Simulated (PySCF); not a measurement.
# MoSe4 (-2): geometry

Aim: predict the geometry of MoSe4 (-2) (`[Se]=[Mo](=[Se])([Se-])[Se-]`).

Computed with PySCF 2.14.0, on a single molecule in the gas phase. Atoms count from 0, in the outputs and in this text.

## Step 1: The starting structure

5 atoms, charge -2, multiplicity 1; geometry from: GFN2-xTB. The atoms were then displaced at random by about 0.01 Å, so the start is not that level's minimum.

Bonds of the start (Å): Se0–Mo1 2.31, Mo1–Se2 2.31, Mo1–Se3 2.27, Mo1–Se4 2.31.

## Step 2: Geometry optimisation at PBE0-D3(BJ)/def2-SVP

Job settings and geometry (Å):

```
{"job": {"xc": "PBE0", "basis": "def2-SVP", "d3": "d3bj", "grid": 1, "maxiter": 30, "shake": 0.01, "kind": "geom"}, "charge": -2, "multiplicity": 1}
Se     0.097030    -0.015800     2.302460
Mo    -0.003990    -0.003760    -0.006200
Se    -0.349890     2.145630    -0.777910
Se    -1.697600    -1.340950    -0.712790
Se     1.988030    -0.819090    -0.843450
```

Command:

```
$ OMP_NUM_THREADS=1 python heavy_run.py task.json out
```

This one command runs all jobs of the session in turn.

Output:

```text
step   0  E = -9672.33639898  max force = 0.016029
step   1  E = -9672.33773523  max force = 0.004430
step   2  E = -9672.33779380  max force = 0.001417
step   3  E = -9672.33774659  max force = 0.001655
step   4  E = -9672.33774313  max force = 0.000747
step   5  E = -9672.33775839  max force = 0.000468
step   6  E = -9672.33777311  max force = 0.000293
step   7  E = -9672.33777330  max force = 0.000294
optimisation converged
```

It took 3.5 min on 1 thread of Arm Neoverse V1, shared host; peak memory 0.96 GiB.

Along the way: (the energy doesn't fall at every step)

```tsv
step	energy from step 0 (eV)	largest force component (eV/Å)
0	0.0000	0.8242
1	-0.0364	0.2278
2	-0.0380	0.0729
3	-0.0367	0.0851
4	-0.0366	0.0384
5	-0.0370	0.0241
6	-0.0374	0.0151
7	-0.0374	0.0151
```

Distances of close pairs at the start and the end, largest changes first:

```tsv
bond	before (Å)	after (Å)	change (Å)
Mo1–Se3	2.271	2.321	+0.051
Mo1–Se2	2.310	2.325	+0.016
Mo1–Se4	2.310	2.325	+0.016
Se0–Mo1	2.311	2.324	+0.013
```

Where it ended (Å):

```tsv
atom	x (Å)	y (Å)	z (Å)
Se0	0.0280	0.0054	2.2570
Mo1	-0.0288	-0.0030	-0.0666
Se2	-0.5971	2.1190	-0.8295
Se3	-1.6168	-1.5280	-0.8016
Se4	2.0578	-0.6267	-0.8811
```

```tsv
at the end point	value
point group (found at 0.08 Å tolerance)	Td
rotational constants (GHz, main isotopes)	0.442, 0.439, 0.436
```

## Step 3: Summary of results

| quantity | value |
| --- | --- |
| rotational constants (main isotopes) | 0.44, 0.44, 0.44 GHz |

In words: The optimisation took 7 steps and gained 0.037 eV; among the close pairs (by a distance rule), Mo1–Se3 changed most, from 2.271 to 2.321 Å.
